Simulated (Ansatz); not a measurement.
MgCd3, space group Pm-3m: an equation of state with a fit, run with the Ansatz DFT code, driven from Python.

The script, `mgcd3_eos.py`:
```python
"""Energy against volume for MgCd3, with a fit."""

import warnings

import ansatz as az
import numpy as np
from pymatgen.analysis.eos import EOS

FUNCTIONAL = "pbesol"
CUTOFF_EV = 530
WIDTH_EV = 0.15
SCF_TOL = 1e-05
MAX_ITERATIONS = 80
MESH = (5, 5, 5)

VECTORS = np.array([
    [4.394982, 0.0, 0.0],
    [0.0, 4.394982, 0.0],
    [0.0, 0.0, 4.394982],
])
SITES = [
    ("Mg", (0.0, 0.0, 0.0)),
    ("Cd", (0.5, 0.5, 0.0)),
    ("Cd", (0.5, 0.0, 0.5)),
    ("Cd", (0.0, 0.5, 0.5)),
]


def on_lattice(cell):
    crystal = az.Crystal(lattice=az.Lattice.of(cell))
    for symbol, position in SITES:
        crystal = crystal.atom(symbol, position)
    return crystal

warnings.simplefilter("ignore", az.DeckWarning)

# uniform scaling of the cell
volumes, energies, pressures = [], [], []
for scale in np.linspace(0.95, 1.07, 5):
    cell = VECTORS * scale ** (1 / 3)
    setup = (
        on_lattice(cell).calculation()
        .functional(FUNCTIONAL)
        .basis(CUTOFF_EV)
        .occupations(az.OccupationsMethod.METHFESSEL_PAXTON, width=WIDTH_EV)
        .mixing("anderson")
        .scf(tolerance=SCF_TOL, max_iterations=MAX_ITERATIONS)
        .kpoints(*MESH)
        .stress()
    )
    data = setup.run(threads=1).report
    volumes.append(abs(np.linalg.det(cell)) / len(SITES))
    energies.append(data["free_energy_ev"] / len(SITES))
    pressures.append(np.trace(data["stress_gpa"]) / 3)
    print(f"V = {volumes[-1]:8.4f} A^3/atom  F = {energies[-1]:.5f} eV/atom  P = {pressures[-1]:8.3f} GPa")

for form in ["vinet", "murnaghan"]:
    fit = EOS(eos_name=form).fit(volumes, energies)
    print(f"{form:18s} V0 {fit.v0:8.4f} A^3/atom  B0 {fit.b0_GPa:7.1f} GPa  B1 {fit.b1:5.2f}")
```

Its results, one of them left out:

| V (Å³/atom) | F less the lowest row shown (meV/atom) |
| --- | --- |
| 20.162 | 0.00 |
| 20.799 | ? |
| 21.435 | 1.51 |
| 22.072 | 10.77 |
| 22.709 | 24.56 |

What is the missing energy at 20.799 Å³ an atom?

A third-order Birch-Murnaghan fit, E = E0 + (9 V0 B0 / 16) [(t - 1)³ B' + (t - 1)² (6 - 4t)] with t = (V0/V)^(2/3), through the 4 rows shown gives V0 = 20.706 Å³, B0 = 52.9 GPa, B' = 4.42 and E0 = -2.47 meV. At V = 20.799 Å³, t = 0.99703, and the fit interpolates to -2.41 meV. The run gave -2.41 meV, a miss of 0.00 meV.

What to keep in mind:
- The settings weren't tested for convergence.
- For a metal this k-point mesh is coarse: on a finer one energies can move by several to tens of meV an atom and pressures by half a GPa or more, differences at one mesh by less.
- The program warned that this SCF threshold is loose for forces or stresses.
- Pressure is positive in compression.
- The structure comes from a database of computed cells and needn't be a stable or known phase.
- The script silences the warnings on its input, which a real study should read.
- Wall time of the script: 12 s on 1 thread of Arm Neoverse V1, with other jobs on the host, peak memory 0.5 GiB.
